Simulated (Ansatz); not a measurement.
# C4H12Ge (SMILES CC(C)C[GeH3]): CAM-B3LYP/6-31G(d) (spherical functions)

Aim: the electronic atomisation energy of C4H12Ge at CAM-B3LYP/6-31G* (spherical functions), from 4 runs. 

The results are computed with Ansatz 0.2.0.

35 further runs of the same task are left out: 35 set aside as unsound or not needed.

## Step 1: Starting point

C4H12Ge has 17 atoms, charge 0, and is taken as a singlet. As SMILES, `CC(C)C[GeH3]`. Geometry: relaxed at PBE0-D4/def2-TZVP. This is one conformer, not always the lowest.

Bond lengths: C1–C2 1.522 Å, C2–C3 1.523 Å, C2–C4 1.528 Å, C4–Ge5 1.962 Å, C1–H6 1.093 Å, C1–H7 1.093 Å, C1–H8 1.095 Å, C2–H9 1.098 Å, C3–H10 1.095 Å, C3–H11 1.093 Å, C3–H12 1.093 Å, C4–H13 1.094 Å, C4–H14 1.096 Å, Ge5–H15 1.540 Å, Ge5–H16 1.540 Å, Ge5–H17 1.542 Å. Some angles: C1–C2–C3 110.6°, C1–C2–C4 112.0°, C3–C2–C4 110.5°, C2–C4–Ge5 115.3°, C1–C2–H9 107.9°, C3–C2–H9 107.8°, C4–C2–H9 108.0°, C2–C1–H6 112.1°, C2–C1–H7 111.0°, C2–C1–H8 110.6°.

## Step 2: The energy at CAM-B3LYP/6-31G(d) (spherical functions)

molecule.yaml

```yaml
crystal:
  periodic: [false, false, false]
  atoms:
    - symbol: C
      position_ang: [-1.065300, 0.017030, 1.152400]
    - symbol: C
      position_ang: [0.340480, -0.122320, 0.586260]
    - symbol: C
      position_ang: [1.025400, -1.359130, 1.152850]
    - symbol: C
      position_ang: [0.339950, -0.164700, -0.940670]
    - symbol: Ge
      position_ang: [-0.357840, 1.442150, -1.825170]
    - symbol: H
      position_ang: [-1.552680, 0.937300, 0.820530]
    - symbol: H
      position_ang: [-1.049160, 0.026690, 2.244940]
    - symbol: H
      position_ang: [-1.693240, -0.822160, 0.835830]
    - symbol: H
      position_ang: [0.919680, 0.755880, 0.900570]
    - symbol: H
      position_ang: [0.479460, -2.264940, 0.870230]
    - symbol: H
      position_ang: [2.047150, -1.455690, 0.777150]
    - symbol: H
      position_ang: [1.069230, -1.323890, 2.244770]
    - symbol: H
      position_ang: [1.359330, -0.310640, -1.311300]
    - symbol: H
      position_ang: [-0.243350, -1.023440, -1.291830]
    - symbol: H
      position_ang: [0.040890, 1.437230, -3.312590]
    - symbol: H
      position_ang: [-1.892890, 1.528870, -1.742710]
    - symbol: H
      position_ang: [0.232900, 2.701760, -1.161270]
basis:
  gaussian: {orbitals: 6-31G_st_-spherical.json}
magnetization: {spin_polarized: false}
hamiltonian: {xc: {name: CAM-B3LYP}}
accuracy: high
output: {orbitals: {seedname: orbitals}}
```

The basis set 6-31G* is read from a file made from the Basis Set Exchange's data (not shown).

Started as:

```console
$ ansatz run molecule.yaml --threads 1 --pin off --max-ram 3480MiB --events-out events.jsonl --progress --plain --runs-dir runs
```

Output:

```text
Warning: RAYON_NUM_THREADS=1 ignored (pool sized by the plan → 1); use --threads N
Functional definition: CAM-B3LYP
  name "CAM-B3LYP"
  parameter alpha = 0.19
  parameter beta = 0.46
  parameter omega = 0.33/bohr
  parameter ac = 0.81
  exchange = (1 - alpha - beta)*b88_x + beta*b88_x_sr(omega) + alpha*exact_x + beta*exact_x_lr(omega)
  correlation = (1 - ac)*vwn5_c + ac*lyp_c
2816 factors; integrals over basis functions are off by at most 2.1e-8 eV
551 factors; integrals over basis functions are off by at most 2.0e-9 eV
mean field evaluation 1: about -60849.3314 eV, gradient 4.7e1 eV
mean field evaluation 2: about -60849.8765 eV, gradient 4.4e1 eV
mean field evaluation 4: about -60854.4586 eV, gradient 1.5e0 eV
mean field evaluation 8: about -60854.7377 eV, gradient 9.6e-2 eV
mean field evaluation 16: about -60854.7377 eV, gradient 2.6e-5 eV
mean field -60854.73768393 eV, -2236.3703610617 hartree, gradient 5.2e-8 eV, S^2 0.000000; 0 other end points of the search recorded, 0 dependent functions left out
reference -60854.73770743 eV, -2236.3703619254 hartree; 34, 34 occupied and 78, 78 virtual orbitals, 2816 factors
Total energy: -60854.73770743 eV, -2236.3703619254 hartree
```

Run time: 20 s. Hardware: 1 thread of Arm Neoverse V2, shared host; peak memory 0.61 GiB.

## Step 3: The C atom at the same level

job.yaml

```yaml
crystal:
  periodic: [false, false, false]
  atoms:
    - symbol: C
      position_ang: [0.000000, 0.000000, 0.000000]
basis:
  gaussian:
    orbitals: 6-31G_st_-spherical.json
magnetization:
  spin_polarized: true
  initial_magnetization: 2
hamiltonian:
  xc: {name: CAM-B3LYP}
accuracy: high
```

The basis set 6-31G* is read from a file made from the Basis Set Exchange's data (not shown).

Run the same way, it converges to -37.82190 Eh (log not shown).

## Step 4: The Ge atom, same level

run.yaml

```yaml
basis:
  gaussian:
    orbitals: 6-31G_st_-spherical.json
crystal:
  periodic: [false, false, false]
  atoms:
    - {symbol: Ge, position_ang: [0.000000, 0.000000, 0.000000]}
magnetization:
  spin_polarized: true
  initial_magnetization: 2
accuracy: high
hamiltonian:
  xc: {name: CAM-B3LYP}
```

The basis set 6-31G* is read from a file made from the Basis Set Exchange's data (not shown).

Run the same way, it converges to -2076.75858 Eh (log not shown).

## Step 5: The H atom

job.yaml

```yaml
crystal:
  periodic: [false, false, false]
  atoms:
    - {symbol: H, position_ang: [0.000000, 0.000000, 0.000000]}
basis:
  gaussian:
    orbitals: "6-31G*"
magnetization:
  spin_polarized: true
  initial_magnetization: 1
hamiltonian:
  xc: {name: CAM-B3LYP}
accuracy: high
```

Run the same way, it converges to -0.49683 Eh (log not shown).

## Step 6: Results

At CAM-B3LYP/6-31G* (spherical functions):

| quantity | value |
| --- | --- |
| molecule: total energy | -2236.37036 Eh |
| molecule: HOMO energy | -9.39 eV |
| molecule: LUMO energy | 2.32 eV |
| molecule: HOMO–LUMO gap | 11.71 eV |
| C atom: total energy | -37.82190 Eh |
| C atom: ⟨S²⟩ | 2.002 |
| Ge atom: total energy | -2076.75858 Eh |
| Ge atom: ⟨S²⟩ | 2.002 |
| H atom: total energy | -0.49683 Eh |
| H atom: ⟨S²⟩ | 0.750 |
| electronic atomisation energy | 64.280 eV |

**Reading.** Taking the molecule apart into free atoms costs 64.28 eV (1482 kcal/mol), before zero-point energy and without spin-orbit coupling.
